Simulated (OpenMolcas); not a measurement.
# Ni³⁺ among point charges: CASSCF and CASPT2 levels and susceptibility

Aim: the splitting of the states of Ni³⁺ in the field of 6 point charges, its lowest levels with spin-orbit coupling and its magnetic susceptibility.

Method: state-averaged CASSCF and CASPT2, spin-orbit coupling by RASSI with atomic mean-field integrals. Code: OpenMolcas 26.06.

## 1. The atom as given

```
Species                           : Ni³⁺ (nickel, Z = 28, 25 electrons)
Basis                             : ANO-RCC-VDZP [5s4p2d1f], 34 functions
Scalar Hamiltonian                : DKH2, point nucleus
Inactive shells                   : 1s 2s 2p 3s 3p
Active space                      : 7 electrons in 5 orbitals (3d)
Some configurations of this space : 3d7
Orbitals                          : optimised for each spin and parity, averaged over all roots
```

Outer shells as boxes (Hund's rule):

3d7
```
3d [↑↓][↑↓][↑ ][↑ ][↑ ]
```

The ion sits among 6 point charges of -2 e arranged as an octahedron (Oh), 1.85 Å from the ion.

The work runs as a chain of OpenMolcas steps in one folder; each step below is one input file. Labels, J, g values, rates, χT and fits are worked out afterwards by a script from the matrices that RASSI stores. The input lists half of the charges; inversion (Group=XYZ) makes the rest.

## 2. One- and two-electron integrals

a.inp reads:

```
&GATEWAY
Coord
1

Ni 0.0 0.0 0.0
Basis=ANO-RCC-VDZP
Group=XYZ
NoMove
AngMom=0.0 0.0 0.0
AMFI
XField
3 Angstrom 0
1.850000 0.000000 0.000000 -2.000000
0.000000 1.850000 0.000000 -2.000000
0.000000 0.000000 1.850000 -2.000000
&SEWARD
```

## 3. Reference wave functions, quartets of even parity, 10 roots

a.inp reads:

```
&RASSCF
FileOrb=start.orb
Symmetry=1
Spin=4
nActEl=7 0 0
Inactive=3 6
Ras2=5 0
CIRoot=10 10 1
SDav=10
CIMx=300
Iter=120 100
PrWF=0.3
OrbListing=Nothing
MaxOrb=0
>>> COPY $Project.JobIph JOB001
```

start.orb holds the contracted functions of the basis, ordered by shell, or the orbitals of the step before.

## 4. CASSCF: doublets of even parity, 40 roots

a.inp reads:

```
&RASSCF
FileOrb=start.orb
Symmetry=1
Spin=2
nActEl=7 0 0
Inactive=3 6
Ras2=5 0
CIRoot=40 40 1
SDav=40
CIMx=300
Iter=120 100
PrWF=0.3
OrbListing=Nothing
MaxOrb=0
>>> COPY $Project.JobIph JOB002
```

## 5. State interaction with spin-orbit coupling

a.inp reads:

```
&RASSI
NrOfJobIphs=2 10 40
1 2 3 4 5 6 7 8 9 10
1 2 3 4 5 6 7 8 9 10 11 12 13 14 15 16 17 18 19 20 21 22 23 24 25 26 27
28 29 30 31 32 33 34 35 36 37 38 39 40
IphNames
JOB001
JOB002
EJob
SpinOrbit
DIPRint=1.0
SOCoupling=1000.0
Subsets=2
Property=9
'ANGMOM' 1 'ANGMOM' 2 'ANGMOM' 3 'MLTPL  1' 1 'MLTPL  1' 2 'MLTPL  1' 3
'AMFI' 1 'AMFI' 2 'AMFI' 3
SOProperty=3
'ANGMOM' 1 'ANGMOM' 2 'ANGMOM' 3
```

## 6. CASPT2: IPEA 0.25, imaginary shift 0.1 (closed shells correlated: 3s 3p)

a.inp reads:

```
>>> COPY JOB001 $Project.JobIph
&CASPT2
Multistate=10 1 2 3 4 5 6 7 8 9 10
NoMult
Frozen=2 3
IPEA=0.25
Imaginary=0.1
MaxIter=60
WThr=0.0 0.3 0.05
PrWF=0.5
NoMix
>>> COPY JOB002 $Project.JobIph
&CASPT2
Multistate=40 1 2 3 4 5 6 7 8 9 10 11 12 13 14 15 16 17 18 19 20 21 22
23 24 25 26 27 28 29 30 31 32 33 34 35 36 37 38 39 40
NoMult
Frozen=2 3
IPEA=0.25
Imaginary=0.1
MaxIter=60
WThr=0.0 0.3 0.05
PrWF=0.5
NoMix
```

(Steps that only read results are left out.)

**Question.** What will these runs give? Wanted: spin-free ground state; first state of the same spin within the active space; lowest level; next level.

As calculated:

| quantity | value |
| --- | --- |
| method | SS-CASPT2, IPEA 0.25, imaginary shift 0.1 (closed shells correlated: 3s 3p) |
| spin-free ground state | 4T1, 3-fold in its orbital part |
| first state of the same spin within the active space | 4T2 at 3800 cm⁻¹ |
| lowest level | 2-fold Γ6, g = 4.69, 4.69, 4.69 |
| next level | 466.8 cm⁻¹ |
| χT at 300 K | 3.91 cm³ K/mol |
| effective moment at 300 K | 5.59 μB |

Cost by method:

```
                                              method  time of its own steps  time with the reference
                                           A. CASSCF                   10 s                     10 s
B. SS-CASPT2, IPEA 0.25, imaginary shift 0.1, +3s 3p                  2.6 s                     13 s
```

Times are of one thread on a shared host.

In words: The spin-free ground state (4T1) comes to 99 % from free-ion F terms and keeps the highest spin of the shell. χT at 300 K is 3.91, against 1.88 cm³ K/mol for the spin alone, so orbital moment adds to it. An active space of the d shell alone favours high spin; real ions in strong fields can be low spin. A ligand-field fit to the states below 45000 cm-1 gives 10Dq = 4722 cm-1, B = 1213 cm-1 and C = 4864 cm-1 (C/B = 4.01), with a deviation of 702 cm-1. CASPT2 does not keep the components of a term degenerate, and the means are used. The field of point charges can differ much from that of real complexes. With metal d orbitals alone active, the gaps between spin states are rough; where two lie within a few thousand cm-1, their order is open. Point charges carry no covalency, so the field is a model and not that of real ligands.
